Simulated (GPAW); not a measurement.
**SiNH3ICl (SMILES N[SiH](Cl)I): levels of theory compared**

Wanted: a comparison of 3 runs (PBE/real-space grid, PBE/dzp, SVWN5/dzp) of SiNH3ICl. 

Program for the calculation: GPAW 26.7.0.

4 further runs of the same task are left out: 2 for a known fault of the program, 2 set aside as unsound or not needed.

### Step 1. The structure to begin with

The species is SiNH3ICl (7 atoms), meant as a singlet with charge 0. As SMILES, `N[SiH](Cl)I`. The coordinates come from a GFN2-xTB relaxation. This is one conformer, not always the lowest.

Bond lengths: N1–Si2 1.707 Å, Si2–Cl3 2.004 Å, Si2–I4 2.480 Å, N1–H5 1.006 Å, N1–H6 1.006 Å, Si2–H7 1.446 Å. Angles: N1–Si2–Cl3 107.6°, N1–Si2–I4 111.8°, Cl3–Si2–I4 109.5°, N1–Si2–H7 109.6°, Cl3–Si2–H7 113.2°, I4–Si2–H7 105.2°, Si2–N1–H5 120.9°, Si2–N1–H6 121.4°, H5–N1–H6 111.3°.

### Step 2. Energy and one-electron properties at PBE/real-space grid (scalar-relativistic datasets) (run 1)

Input file ClH3INSi.xyz:

```xyz
7

N      0.201230     1.111590     0.012430
Si    -0.028750    -0.560600     0.266210
Cl     1.738330    -1.463960    -0.013040
I     -1.699840    -1.508920    -1.302420
H     -0.578480     1.747010     0.021330
H      0.946010     1.455100    -0.570320
H     -0.578500    -0.780230     1.585800
```

Input file run.py:

```python
import numpy as np
from ase.io import read
from ase.units import Debye
from gpaw import GPAW

# Geometry
atoms = read('ClH3INSi.xyz')
atoms.center(vacuum=4.5)

# Calculator
calc = GPAW(mode='fd', h=0.18, xc='PBE', maxiter=150, txt='-')
atoms.calc = calc

energy = atoms.get_potential_energy()
print(f'Energy: {energy:.5f} eV')
forces = atoms.get_forces()
print('Forces (eV/Ang)')
for symbol, f in zip(atoms.symbols, forces):
    print(f'{symbol:2} {f[0]:9.4f} {f[1]:9.4f} {f[2]:9.4f}')
dipole = atoms.get_dipole_moment() / Debye
print(f'Dipole = {np.linalg.norm(dipole):.3f} D')
homo, lumo = calc.get_homo_lumo()
print(f'HOMO                    {homo:.3f} eV')
print(f'LUMO: {lumo:.3f} eV')
print(f'Gap: {lumo - homo:.3f} eV')
```

Launch:

```bash
$ python run.py > run.log
```

Standard output:

```text
[...]
Number of symmetries: 1
[...]
  Number of IBZ points: 1
[...]
Spin-components: 1 (collinear spins)
Bands:           19
[...]
  Valence electrons: 26.0
[...]
  Grid points: [68 68 68]
  Charge: 0.0  # |e|
[...]
    cutoffs:
[...]
occupation numbers:
  # Zero width
[...]
xc functional:
  name: PBE with 2 nearest neighbor stencil
[...]
|iter     |     time |      energy | eigst |  dens |
[...]
|iter:   1| 00:00:07 |  -33.573277 | +0.99 |       |
[...]
|iter:  14| 00:00:51 |  -30.524900c| -7.65c| -5.82c|
Converged in 14 steps
[...]
Energy contributions relative to reference atoms: (reference = -215501.281303)
Energy contributions:
  Kinetic:          38.633148
  Coulomb:         -40.019517
  Zero:              0.524059
  External:          0.000000
  Xc:              -29.662591
  Entropy:           0.000000
  Spinorbit:         0.000000
  ----------------------------
  Free energy:     -30.524900
  Extrapolated:    -30.524900
dipole moment: (0.069813, 0.427175, 0.064936)  # |e|*Ang
Fermi level: -3.880
Eigenvalues  # (at kpt = [0.000, 0.000, 0.000])
| band index |      eig [eV] | occ [0-2] |
|------------|---------------|-----------|
|          0 |       -21.924 |     2.000 |
|        ... |               |           |
|          5 |       -10.765 |     2.000 |
|          6 |        -9.956 |     2.000 |
|          7 |        -9.399 |     2.000 |
|          8 |        -8.395 |     2.000 |
|          9 |        -8.027 |     2.000 |
|         10 |        -6.910 |     2.000 |
|         11 |        -6.545 |     2.000 |
|         12 |        -6.356 |     2.000 |
|         13 |        -1.404 |     0.000 |
|         14 |        -0.878 |     0.000 |
[...]
Gap: 4.953 eV
Transition (v -> c):
[...]
Forces (eV/Ang)
N     0.2102   -0.1205    0.2394
Si   -0.7934    0.6709   -0.6174
Cl    0.9238   -0.4994   -0.0681
I    -0.0593   -0.1309   -0.0253
H    -0.3722    0.2480    0.0294
H     0.3071    0.0643   -0.2783
H    -0.2033   -0.2434    0.6816
Dipole = 2.102 D
HOMO                    -6.356 eV
LUMO: -1.404 eV
Gap: 4.953 eV
```

Run time: 52 s. Hardware: 1 thread of Arm Neoverse N1, shared host; peak memory 0.89 GiB.

### Step 3. The charge distribution at PBE/dzp (scalar-relativistic datasets) (run 2)

ClH3INSi.xyz is that of step 2.

Input file ClH3INSi.py:

```python
import numpy as np
from ase.io import read
from ase.units import Debye
from gpaw import GPAW

# Structure
atoms = read('ClH3INSi.xyz')
atoms.center(vacuum=4.5)

# Ground state
calc = GPAW(mode='lcao', h=0.18, basis='dzp', xc='PBE', maxiter=150, txt='-')
atoms.calc = calc

energy = atoms.get_potential_energy()
print(f'Energy                  {energy:.5f} eV')
forces = atoms.get_forces()
print('Forces (eV/Ang)')
for symbol, f in zip(atoms.symbols, forces):
    print(f'{symbol:2} {f[0]:9.4f} {f[1]:9.4f} {f[2]:9.4f}')
dipole = atoms.get_dipole_moment() / Debye
print(f'Dipole: {np.linalg.norm(dipole):.3f} D')
homo, lumo = calc.get_homo_lumo()
print(f'HOMO: {homo:.3f} eV')
print(f'LUMO: {lumo:.3f} eV')
print(f'Gap = {lumo - homo:.3f} eV')
```

Launch:

```bash
$ python3 -u ClH3INSi.py | tee ClH3INSi.out
```

Standard output:

```text
[...]
Number of symmetries: 1
[...]
  Number of IBZ points: 1
[...]
basis functions: 67
Spin-components: 1 (collinear spins)
Bands:           19
[...]
  Valence electrons: 26.0
[...]
  Grid points: [68 68 68]
  Charge: 0.0  # |e|
[...]
    cutoffs:
[...]
occupation numbers:
  # Zero width
[...]
xc functional:
  name: PBE with 2 nearest neighbor stencil
[...]
|iter     |     time |      energy | eigst |  dens |
[...]
|iter:   1| 00:00:11 |  -30.463530 |      c|       |
[...]
|iter:   9| 00:00:21 |  -28.453743c|      c| -4.38c|
Converged in 9 steps
[...]
Energy contributions relative to reference atoms: (reference = -215501.281303)
Energy contributions:
  Kinetic:          43.901473
  Coulomb:         -41.924918
  Zero:              0.255234
  External:          0.000000
  Xc:              -30.685531
  Entropy:           0.000000
  Spinorbit:         0.000000
  ----------------------------
  Free energy:     -28.453743
  Extrapolated:    -28.453743
dipole moment: (0.084654, 0.410319, 0.044896)  # |e|*Ang
Fermi level: -3.332
Eigenvalues  # (at kpt = [0.000, 0.000, 0.000])
| band index |      eig [eV] | occ [0-2] |
|------------|---------------|-----------|
|          0 |       -21.703 |     2.000 |
|        ... |               |           |
|          5 |       -10.490 |     2.000 |
|          6 |        -9.662 |     2.000 |
|          7 |        -9.044 |     2.000 |
|          8 |        -7.960 |     2.000 |
|          9 |        -7.607 |     2.000 |
|         10 |        -6.497 |     2.000 |
|         11 |        -6.077 |     2.000 |
|         12 |        -5.917 |     2.000 |
|         13 |        -0.748 |     0.000 |
|         14 |         0.089 |     0.000 |
[...]
Gap: 5.170 eV
Transition (v -> c):
[...]
Forces (eV/Ang)
N     0.3157   -0.4751    0.6799
Si   -1.0095    0.6453   -0.8207
Cl    1.2098   -0.6284   -0.0969
I    -0.0991   -0.1478   -0.0777
H    -0.9129    0.6167    0.0196
H     0.7700    0.2242   -0.6905
H    -0.2839   -0.2457    0.9018
Dipole: 2.024 D
HOMO: -5.917 eV
LUMO: -0.748 eV
Gap = 5.170 eV
```

Wall time 23 s (1 thread of Arm Neoverse N1, shared host); peak memory 0.76 GiB.

### Step 4. The solvation energy at SVWN5/dzp (scalar-relativistic datasets, continuum, electrostatics alone, water's cavity methanol) (run 3)

Input file run.py:

```python
import numpy as np
from ase import Atoms
from ase.units import Debye, kcal, mol
from gpaw import GPAW, setup_paths
from gpaw.atom.configurations import parameters
from gpaw.atom.generator import Generator
from gpaw.solvation import EffectivePotentialCavity, GradientSurface, LinearDielectric, Power12Potential, SolvationGPAW

# Set up the molecule
atoms = Atoms(['N', 'Si', 'Cl', 'I', 'H', 'H', 'H'],
    positions=[[  0.201230,   1.111590,   0.012430],
               [ -0.028750,  -0.560600,   0.266210],
               [  1.738330,  -1.463960,  -0.013040],
               [ -1.699840,  -1.508920,  -1.302420],
               [ -0.578480,   1.747010,   0.021330],
               [  0.946010,   1.455100,  -0.570320],
               [ -0.578500,  -0.780230,   1.585800]])
atoms.center(vacuum=4.5)

# PAW datasets for this functional
for symbol in ['Cl', 'H', 'I', 'N', 'Si']:
    Generator(symbol, xcname='LDA_X+LDA_C_VWN', scalarrel=True, nofiles=True, txt=None).run(**parameters[symbol])
setup_paths.insert(0, '.')

# Ground state
calc = GPAW(mode='lcao',
            basis='dzp',
            h=0.2,
            xc='LDA_X+LDA_C_VWN',
            maxiter=100,
            legacy_gpaw=True,
            txt='-')
atoms.calc = calc
e_gas = atoms.get_potential_energy()
mu_gas = np.linalg.norm(atoms.get_dipole_moment()) / Debye

# Dielectric constant of methanol; cavity of the water model, electrostatics alone
solvent = dict(cavity=EffectivePotentialCavity(effective_potential=Power12Potential(atomic_radii={'H': 1.09}, u0=0.18),
                                               temperature=298.15, surface_calculator=GradientSurface()),
               dielectric=LinearDielectric(epsinf=32.6),
               interactions=[])
calc = SolvationGPAW(mode='lcao',
                     basis='dzp',
                     h=0.2,
                     xc='LDA_X+LDA_C_VWN',
                     maxiter=100,
                     txt='-',
                     **solvent)
atoms.calc = calc
e_sol = atoms.get_potential_energy()
mu_sol = np.linalg.norm(atoms.get_dipole_moment()) / Debye
dg = (e_sol - e_gas) / (kcal / mol)
print(f'Electrostatic solvation energy{dg:.2f} kcal/mol')
print(f'Dipole {mu_gas:.3f} D in gas, {mu_sol:.3f} D in solution')
```

Launch:

```bash
$ OMP_NUM_THREADS=1 python run.py
```

Standard output:

```text
[...]
    cutoffs:
[...]
  Total Charge: 0.000000
[...]
Number of atoms: 7
[...]
Number of bands in calculation: 19
Number of valence electrons: 26
[...]
iter:   1 hh:mm:ss   -32.136456        c
[...]
Converged after 9 iterations.
Dipole moment: (0.084552, 0.426131, 0.053762) |e|*Ang
[...]
Fermi level: -3.53124
[...]
      Finite-difference x-derivative with O(h^6) error (6 points)
      Finite-difference y-derivative with O(h^6) error (6 points)
      Finite-difference z-derivative with O(h^6) error (6 points)
    Max iterations: 1000
[...]
iter:   9 hh:mm:ss   -30.436904c       c -4.20c
Converged after 9 iterations.
Dipole moment: (0.103087, 0.547634, 0.084968) |e|*Ang
Energy contributions relative to reference atoms: (reference = -215269.512993)
Kinetic:        +33.611474
Potential:      -32.164224
External:        +0.000000
XC:             -32.236292
Entropy (-ST):   +0.000000
Local:           +0.352137
--------------------------
Free energy:    -30.436904
Extrapolated:   -30.436904
Solvation cavity surface area: 151.21324
Solvation cavity volume: not calculated (no calculator defined)
 Band  Eigenvalues  Occupancy
    0    -21.36232    2.00000
    1    -20.61938    2.00000
    2    -17.13732    2.00000
    3    -13.32841    2.00000
    4    -12.14951    2.00000
    5    -10.39182    2.00000
    6     -9.59027    2.00000
    7     -9.15794    2.00000
    8     -8.00974    2.00000
    9     -7.67574    2.00000
   10     -6.57916    2.00000
   11     -6.32796    2.00000
   12     -6.01699    2.00000
   13     -0.91740    0.00000
[...]
Fermi level: -3.46719
Gap: 5.100 eV
Transition (v -> c):
  (s=0, k=0, n=12, [0.00, 0.00, 0.00]) -> (s=0, k=0, n=13, [0.00, 0.00, 0.00])
No difference between direct/indirect transitions
Electrostatic solvation energy-5.48 kcal/mol
Dipole 2.103 D in gas, 2.708 D in solution
```

Wall time 78 s (1 thread of Arm Neoverse N1, shared host); peak memory 0.68 GiB.

### Step 5. All runs side by side

| run | level | mode | task | energy (Eh) | dipole moment (D) | HOMO energy (eV) | LUMO energy (eV) | wall time |
| --- | --- | --- | --- | --- | --- | --- | --- | --- |
| 1 | PBE/real-space grid (scalar-relativistic datasets) | fd | properties | -7920.647785 | 2.10 | -6.36 | -1.40 | 52 s |
| 2 | PBE/dzp (scalar-relativistic datasets) | lcao | properties | -7920.571672 | 2.02 | -5.92 | -0.75 | 23 s |
| 3 | SVWN5/dzp (scalar-relativistic datasets, continuum, electrostatics alone, water's cavity methanol) | lcao | solvation | -7912.127223 | 2.71 | -6.02 | -0.92 | 78 s |

### Step 6. What came out

| quantity | value |
| --- | --- |
| run 3: energy as printed (from the program's reference atoms) | -30.4369 eV |
| run 3: dipole moment | 2.71 D |
| run 3: HOMO energy | -6.02 eV |
| run 3: LUMO energy | -0.92 eV |
| run 3: HOMO–LUMO gap | 5.10 eV |

The dipole moment (its size) runs from 2.02 D (PBE/dzp) to 2.71 D (SVWN5/dzp). The two ends differ in method and solvent. The HOMO–LUMO gap runs from 4.95 eV (PBE/real-space grid) to 5.17 eV (PBE/dzp). Totals of different functionals can't be ranked against each other. All runs together took 2.6 min, the longest 78 s.
